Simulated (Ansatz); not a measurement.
# Ta3AsAu2O13 (R3m) in Ansatz: convergence with k mesh

Aim: find how far k mesh must go before the results for Ta3AsAu2O13 settle, at PBE. This setting moves, with any that are tied to it; all else stays.

Program: Ansatz 0.2.0. These are calculated values, not measurements. Logs are shortened: lines on timing, memory, paths and dates and some standing lists are left out, and cuts for length are marked.

## Step 1: The crystal as given

Symmetry: R3m, No. 160, trigonal system. Conventional cell: a = 10.485 Å, b = 10.485 Å, c = 12.428 Å, α = 90.00°, β = 90.00°, γ = 120.00°. Around Ta (site symmetry m) lie 4 O at 1.82 to 1.95 Å. Around As (site symmetry 3m) lie 3 O at 1.76 Å. Around Au (site symmetry 3m) lie 3 O at 2.21 Å. Au (site symmetry 3m) is surrounded by 1 As at 2.39 Å and 1 Au at 2.67 Å. Around O (site symmetry m) lie 1 As at 1.76 Å and 1 Ta at 1.93 Å. Around O (site symmetry 1) lie 1 O at 1.44 Å. O (site symmetry m) is surrounded by 1 Ta at 1.82 Å. Around O (site symmetry 3m) lie 3 Ta at 2.11 Å.

The cell was built by a generator and needn't be a form met in nature.

## Step 2: With k mesh 1 × 1 × 1

Input file input.yaml:

```yaml
crystal:
  lattice:
    - [5.24237, 3.02668, 4.14273]
    - [-5.24237, 3.02668, 4.14273]
    - [0.0, -6.05337, 4.14273]
  atoms:
    - { symbol: Ta, position: [0.23108, 0.57229, 0.23108] }
    - { symbol: Ta, position: [0.23108, 0.23108, 0.57229] }
    - { symbol: Ta, position: [0.57229, 0.23108, 0.23108] }
    - { symbol: As, position: [0.55878, 0.55878, 0.55878] }
    - { symbol: Au, position: [0.96559, 0.96559, 0.96559] }
    - { symbol: Au, position: [0.75105, 0.75105, 0.75105] }
    - { symbol: O, position: [0.40884, 0.66762, 0.40884] }
    - { symbol: O, position: [0.40884, 0.40884, 0.66762] }
    - { symbol: O, position: [0.66762, 0.40884, 0.40884] }
    - { symbol: O, position: [0.49726, 0.01313, 0.36024] }
    - { symbol: O, position: [0.36024, 0.49726, 0.01313] }
    - { symbol: O, position: [0.01313, 0.36024, 0.49726] }
    - { symbol: O, position: [0.36024, 0.01313, 0.49726] }
    - { symbol: O, position: [0.01313, 0.49726, 0.36024] }
    - { symbol: O, position: [0.49726, 0.36024, 0.01313] }
    - { symbol: O, position: [0.10963, 0.74806, 0.10963] }
    - { symbol: O, position: [0.10963, 0.10963, 0.74806] }
    - { symbol: O, position: [0.74806, 0.10963, 0.10963] }
    - { symbol: O, position: [0.3084, 0.3084, 0.3084] }
hamiltonian:
  xc: pbe
  pseudopotentials: { kind: paw }
kpoints:
  mp_grid: { grid: [1, 1, 1] }
scf:
  occupations: { method: fermi_dirac, width: 0.05 }
output:
  forces: true
  stress: true
  eigenvalues: true
```

Potentials or basis: Ansatz PAW.

The run is started by

```console
ansatz run input.yaml --threads 8 --pin off --max-ram 20480MiB --backend cpu --events-out ev --progress --plain --runs-dir out
```

Wall time 1.8 s (8 threads of Intel Xeon Platinum 8375C at 2.90GHz (Ice Lake), shared host); peak memory 0.59 GiB.

Results:

| Property | Result |
| --- | --- |
| Free energy | -68320.6004 eV |
| Pressure | 0.1 GPa |
| Largest force | 0.555 eV/Å |
| Band gap on the k mesh | 1.15 eV, direct |

## Step 3: With k mesh 2 × 2 × 2

input.yaml: that of step 2 with these lines changed.

```diff
@@ -29,3 +29,3 @@
 kpoints:
-  mp_grid: { grid: [1, 1, 1] }
+  mp_grid: { grid: [2, 2, 2] }
 scf:
```

Potentials or basis: Ansatz PAW.

The run is started by

```console
ansatz run input.yaml --threads 8 --pin off --max-ram 20480MiB --backend cpu --events-out ev --progress --plain --runs-dir out
```

Wall time 3.2 s (8 threads of Intel Xeon Platinum 8375C at 2.90GHz (Ice Lake), shared host); peak memory 1.1 GiB.

What came out:

```yaml
Free_energy: -68320.7377 eV
Pressure: 0.0 GPa
Largest_force: 0.010 eV/Å
Band_gap_on_the_k_mesh: 1.07 eV, indirect (least direct gap 1.11 eV)
```

## Step 4: With k mesh 3 × 3 × 3

input.yaml: that of step 3 with these lines changed.

```diff
@@ -29,3 +29,3 @@
 kpoints:
-  mp_grid: { grid: [2, 2, 2] }
+  mp_grid: { grid: [3, 3, 3] }
 scf:
```

The run is started by

```console
ansatz run input.yaml --threads 8 --pin off --max-ram 20480MiB --backend cpu --events-out ev --progress --plain --runs-dir out
```

It took 5.9 s on 8 threads of Intel Xeon Platinum 8375C at 2.90GHz (Ice Lake), shared host; peak memory 1.4 GiB.

What came out:

| Item | Value |
| --- | --- |
| Free energy | -68320.7397 eV |
| Pressure | 0.0 GPa |
| Largest force | 0.007 eV/Å |
| Band gap on the k mesh | 1.11 eV, indirect (least direct gap 1.15 eV) |

## Step 5: With k mesh 4 × 4 × 4

input.yaml: that of step 4 with these lines changed.

```diff
@@ -29,3 +29,3 @@
 kpoints:
-  mp_grid: { grid: [3, 3, 3] }
+  mp_grid: { grid: [4, 4, 4] }
 scf:
```

The run is started by

```console
ansatz run input.yaml --threads 8 --pin off --max-ram 20480MiB --backend cpu --events-out ev --progress --plain --runs-dir out
```

It took 11 s on 8 threads of Intel Xeon Platinum 8375C at 2.90GHz (Ice Lake), shared host; peak memory 1.9 GiB.

Results (log left out):

| Item | Value |
| --- | --- |
| Free energy | -68320.7383 eV |
| Pressure | 0.0 GPa |
| Largest force | 0.007 eV/Å |
| Band gap on the k mesh | 1.07 eV, indirect (least direct gap 1.11 eV) |

## Step 6: With k mesh 5 × 5 × 5

input.yaml: that of step 5 with these lines changed.

```diff
@@ -29,3 +29,3 @@
 kpoints:
-  mp_grid: { grid: [4, 4, 4] }
+  mp_grid: { grid: [5, 5, 5] }
 scf:
```

Potentials or basis: Ansatz PAW.

The run is started by

```console
ansatz run input.yaml --threads 8 --pin off --max-ram 20480MiB --backend cpu --events-out ev --progress --plain --runs-dir out
```

It took 17 s on 8 threads of Intel Xeon Platinum 8375C at 2.90GHz (Ice Lake), shared host; peak memory 2 GiB.

Results (log left out):

```
Free energy            : -68320.7392 eV
Pressure               : 0.0 GPa
Largest force          : 0.007 eV/Å
Band gap on the k mesh : 1.10 eV, indirect (least direct gap 1.12 eV)
```

## Step 7: With k mesh 6 × 6 × 6

input.yaml: that of step 6 with these lines changed.

```diff
@@ -29,3 +29,3 @@
 kpoints:
-  mp_grid: { grid: [5, 5, 5] }
+  mp_grid: { grid: [6, 6, 6] }
 scf:
```

Potentials or basis: Ansatz PAW.

The run is started by

```console
ansatz run input.yaml --threads 8 --pin off --max-ram 20480MiB --backend cpu --events-out ev --progress --plain --runs-dir out
```

The program printed:

```text
Warning: RAYON_NUM_THREADS=8 ignored (pool sized by the plan → 8); use --threads N
Engine: ansatz 0.2.0, x86_64-unknown-linux-gnu
Pseudopotentials: kind: paw
Pseudopotential: Ta, paw, valence charge 13, recommended cutoff 420 eV (normal), Ta.paw.azcp
Pseudopotential: As, paw, valence charge 15, recommended cutoff 420 eV (normal), As.paw.azcp
Pseudopotential: Au, paw, valence charge 19, recommended cutoff 420 eV (normal), Au.paw.azcp
Pseudopotential: O, paw, valence charge 6, recommended cutoff 420 eV (normal), O.paw.azcp
Functional definition: PBE
  parameter kappa = 0.804
  parameter beta = 0.06672455060314922
  exchange = pbe_x(kappa = kappa, mu = beta*pi^2/3)
  correlation = pbe_c(beta = beta)
Crystal: 19 atoms, lattice volume = 394.396 Å³
Basis set: ecut = 420 eV, 7723 PW (Γ), exchange–correlation on 100×100×100 points (8 copies of the dense FFT grid, shifted against one another)
[... 45 lines left out ...]
  E_vxc        = -2438.567874  (∫ρ·V_xc dr)
  E_paw        = -48497.408824  (= ΣΔE_a)
  E_vpaw       = -1301.695872  (= ΣTr[D̂ρ^β])
  E_aug_tail   = 0.034452  (compensation charges beyond the density's cutoff)
  E_ewald      = -9355.960326
  E_smearing   = -0.000021  (= −TS)
  E_closure    = 0.000000  (closes the sum)
  Σ components = -68320.738988   (vs F -68320.738988, Δ=0.00e0)
--- Forces (eV/Å), atoms counted from 1 ---
  atom   1  Ta     0.00142855    -0.00082477    -0.00079141
  atom   2  Ta    -0.00000000     0.00164955    -0.00079141
  atom   3  Ta    -0.00142855    -0.00082477    -0.00079141
  atom   4  As    -0.00000000    -0.00000000     0.00744959
  atom   5  Au    -0.00000000    -0.00000000     0.00214110
  atom   6  Au    -0.00000000     0.00000000    -0.00019067
[... 11 lines left out ...]
  atom  18  O      0.00241016     0.00139151    -0.00082829
  atom  19  O      0.00000000     0.00000000    -0.00205316
  max |Σ_I F_I| component: 4.15e-5 eV/Å
--- Stress (GPa, compression-positive) ---
        0.003521       0.000000       0.000000
        0.000000       0.003521      -0.000000
        0.000000      -0.000000       0.016899
  P = ⅓ Tr σ = 0.0080 GPa (0.080 kbar)
--- Band table (eV; the first three rows and the last of 32) ---
  k-point 0: bands = ["-100.6864", "-100.6430", "-64.5769", "-64.5748", "-64.5748", "-52.5369", "-52.3674", "-52.0023", "-52.0023", "-51.9586", "-51.9586", "-33.8224", "-33.8224", "-33.7025", "-33.7025", "-33.6609", "-31.3606", "-31.3343", "-31.3343", "-31.2608", "-31.2570", "-31.2570", "-31.2110", "-31.1786", "-31.1786", "-18.2233", "-17.9558", "-17.9558", "-16.7766", "-15.1433", "-15.1433", "-14.4263", "-13.4116", "-13.4116", "-13.1765", "-11.7288", "-11.7288", "-11.2027", "-7.2213", "-3.9809", "-3.3834", "-3.3834", "-3.0338", "-3.0338", "-2.8825", "-2.3398", "-2.3398", "-1.6507", "-1.4796", "-1.4796", "-1.2979", "-1.2011", "-1.2011", "-1.0062", "-0.7553", "-0.5167", "-0.5167", "-0.1508", "-0.1508", "0.2611", "0.2611", "0.3904", "0.4059", "0.4922", "0.4922", "0.6806", "0.8729", "0.8729", "1.1530", "1.1880", "1.1880", "1.3079", "1.3079", "1.3167", "1.7329", "1.8809", "1.8809", "2.1696", "2.1696", "2.4689", "2.6215", "2.6215", "3.1092", "3.1092", "3.1905", "4.3563", "6.2392", "6.2392", "6.4124", "6.6635", "6.9670", "6.9670", "7.2516", "7.6484", "7.6484", "7.9525", "7.9525", "8.4500", "8.4500"]
  k-point 1: bands = ["-100.6864", "-100.6430", "-64.5769", "-64.5748", "-64.5748", "-52.5369", "-52.3674", "-52.0023", "-52.0023", "-51.9586", "-51.9586", "-33.8224", "-33.8224", "-33.7025", "-33.7025", "-33.6609", "-31.3606", "-31.3343", "-31.3342", "-31.2608", "-31.2570", "-31.2569", "-31.2110", "-31.1786", "-31.1786", "-18.2205", "-17.9582", "-17.9558", "-16.7787", "-15.1432", "-15.1416", "-14.4234", "-13.4285", "-13.4116", "-13.1618", "-11.7290", "-11.7286", "-11.2031", "-7.2213", "-3.9765", "-3.3865", "-3.3807", "-3.0419", "-3.0354", "-2.8879", "-2.3346", "-2.3289", "-1.6583", "-1.5073", "-1.4872", "-1.3144", "-1.2091", "-1.1964", "-0.9925", "-0.7286", "-0.5253", "-0.5007", "-0.1428", "-0.1400", "0.2374", "0.2426", "0.3941", "0.4159", "0.4948", "0.5465", "0.7162", "0.8638", "0.8834", "1.0738", "1.1856", "1.1882", "1.2990", "1.3010", "1.3566", "1.7373", "1.8987", "1.9015", "2.1537", "2.1719", "2.4459", "2.6282", "2.6408", "3.0450", "3.0644", "3.2201", "4.3857", "6.2131", "6.2248", "6.4159", "6.6519", "6.9229", "6.9826", "7.2183", "7.6451", "7.6941", "7.9602", "7.9692", "8.4331", "8.4820"]
  k-point 2: bands = ["-100.6864", "-100.6430", "-64.5769", "-64.5748", "-64.5748", "-52.5369", "-52.3674", "-52.0023", "-52.0023", "-51.9586", "-51.9586", "-33.8224", "-33.8224", "-33.7025", "-33.7025", "-33.6609", "-31.3607", "-31.3343", "-31.3342", "-31.2609", "-31.2570", "-31.2568", "-31.2110", "-31.1786", "-31.1786", "-18.2145", "-17.9632", "-17.9558", "-16.7829", "-15.1431", "-15.1382", "-14.4174", "-13.4581", "-13.4116", "-13.1368", "-11.7294", "-11.7281", "-11.2038", "-7.2214", "-3.9673", "-3.3928", "-3.3750", "-3.0539", "-3.0389", "-2.8992", "-2.3250", "-2.3240", "-1.6555", "-1.5289", "-1.5027", "-1.3650", "-1.2253", "-1.1830", "-0.9596", "-0.7472", "-0.5439", "-0.4152", "-0.1321", "-0.1108", "0.1593", "0.2368", "0.4054", "0.4869", "0.4878", "0.6277", "0.6745", "0.8470", "0.9789", "0.9980", "1.1796", "1.1905", "1.2759", "1.2829", "1.3988", "1.7371", "1.9182", "1.9302", "2.1375", "2.1763", "2.3960", "2.6536", "2.6862", "2.9487", "2.9653", "3.2399", "4.4405", "6.1550", "6.2018", "6.4197", "6.6341", "6.8839", "7.0079", "7.1298", "7.6429", "7.7283", "7.9689", "8.0567", "8.4586", "8.5379"]
  k-point 31: bands = ["-100.6864", "-100.6430", "-64.5769", "-64.5748", "-64.5748", "-52.5369", "-52.3674", "-52.0023", "-52.0023", "-51.9586", "-51.9586", "-33.8224", "-33.8224", "-33.7025", "-33.7025", "-33.6609", "-31.3608", "-31.3341", "-31.3341", "-31.2613", "-31.2568", "-31.2568", "-31.2109", "-31.1787", "-31.1787", "-18.1950", "-17.9653", "-17.9653", "-16.8081", "-15.1309", "-15.1309", "-14.4186", "-13.4127", "-13.4127", "-13.1794", "-11.7288", "-11.7288", "-11.2060", "-7.2238", "-3.9633", "-3.3813", "-3.3813", "-3.0692", "-3.0692", "-2.8467", "-2.4065", "-2.4065", "-1.6781", "-1.5195", "-1.3038", "-1.3038", "-1.2337", "-1.2337", "-1.0290", "-0.5313", "-0.3153", "-0.3153", "-0.2655", "-0.2655", "0.1107", "0.1107", "0.3980", "0.4155", "0.4155", "0.4988", "0.6977", "1.0617", "1.0617", "1.0989", "1.0989", "1.1392", "1.2065", "1.2282", "1.2282", "1.7999", "2.0326", "2.0326", "2.1998", "2.1998", "2.2570", "2.6119", "2.6119", "3.1111", "3.1111", "3.2206", "4.3285", "6.2350", "6.2350", "6.3685", "6.6634", "6.8204", "6.8204", "7.2905", "7.3460", "7.3460", "7.9560", "7.9560", "8.4423", "8.4423"]
```

Wall time 27 s (8 threads of Intel Xeon Platinum 8375C at 2.90GHz (Ice Lake), shared host); peak memory 2.3 GiB.

Results:

- Free energy: -68320.7390 eV
- Pressure: 0.0 GPa
- Largest force: 0.007 eV/Å
- Band gap on the k mesh: 1.07 eV, indirect (least direct gap 1.11 eV)

## Step 8: The series at a glance

| k mesh | energy less the tightest run, at zero smearing (meV/atom) | pressure (GPa) | largest force (eV/Å) | gap on the mesh (eV) | SCF cycles | CPU time (s) | peak memory (GiB) |
| --- | --- | --- | --- | --- | --- | --- | --- |
| 1 × 1 × 1 | 7.30 | 0.08 | 0.555 | 1.151 | 11 | 8.4 | 0.59 |
| 2 × 2 × 2 | 0.07 | 0.01 | 0.010 | 1.074 | 11 | 20 | 1.1 |
| 3 × 3 × 3 | -0.04 | 0.01 | 0.007 | 1.108 | 11 | 41 | 1.4 |
| 4 × 4 × 4 | 0.04 | 0.01 | 0.007 | 1.075 | 11 | 76 | 1.9 |
| 5 × 5 × 5 | -0.01 | 0.01 | 0.007 | 1.101 | 11 | 120 | 2 |
| 6 × 6 × 6 | 0.00 | 0.01 | 0.007 | 1.075 | 11 | 190 | 2.3 |

Against the tightest run, the energy stays within 1 meV/atom from 2 × 2 × 2 on; the pressure stays within 0.1 GPa from 1 × 1 × 1 on; the largest force stays within 0.005 eV/Å from 2 × 2 × 2 on. Not settled before the last step: the gap on the mesh (to 0.01 eV). Meshes of other sizes hit other points, so gaps and Fermi surfaces needn't settle smoothly. The tightest run that finished is the yardstick and may itself not be fully converged.

Caveats: spin-orbit coupling is left out, which moves the levels of the heavy elements.
